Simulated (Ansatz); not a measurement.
# SnH: the cost of one run

Program: Ansatz 0.2.0. PAW datasets, plane waves. (Calculated; spin-unpolarised; the phase may be known or hypothetical.)

### Step 1. Starting point

The cell was relaxed beforehand with r2SCAN.

In-plane lattice: a = 4.659 Å, b = 4.659 Å, γ = 120.0°; thickness between the outer nuclei 4.27 Å. Sn has 1 H at 1.72 Å; H has 1 Sn at 1.72 Å.

The structure in full:

```xyz
4
Lattice="4.6586 0.0000 0.0000 -2.3293 4.0345 0.0000 0.0000 0.0000 32.3669" Properties=species:S:1:pos:R:3 pbc="T T F"
Sn    0.0000    2.6897   10.4132
Sn    2.3293    1.3448    9.5868
H     0.0000    2.6897   12.1351
H     2.3293    1.3448    7.8649
```
The sheet repeats along a and b alone.

### Step 2. PBE band path

Contents of input.yaml:

```yaml
crystal:
  lattice:
    - [4.6586374065, 0.0, 0.0]
    - [-2.3293187033, 4.0344983411, 0.0]
    - [0.0, 0.0, 32.366933336]
  atoms:
    - { symbol: Sn, position: [0.3333333333, 0.6666666667, 0.3217238519] }
    - { symbol: Sn, position: [0.6666666667, 0.3333333333, 0.2961907276] }
    - { symbol: H, position: [0.3333333333, 0.6666666667, 0.374923629] }
    - { symbol: H, position: [0.6666666667, 0.3333333333, 0.2429909504] }
  periodic: [true, true, false]
kpoints:
  mp_grid: { grid: [6, 6, 1] }
  band_path:
    path:
      - [0, 0, 0]
      - [0.5, 0, 0]
      - [0.3333333333333, 0.3333333333333, 0]
      - [0, 0, 0]
    npoints: 10
hamiltonian:
  xc: pbe
scf:
  occupations: { method: fermi_dirac, width: 0.02 }
  n_extra_bands: 5
output:
  forces: true
  stress: true
  eigenvalues: true
```

Launch:

```bash
ansatz run input.yaml --threads 4 --pin off --max-ram 5529MiB --backend cpu --events-out ev --progress --plain --runs-dir out
```

**Question.** How long does this run take on 4 threads of Arm Neoverse V2, shared host, and how much memory does it need?

About 4.3 s, with a peak of 0.8 GiB.
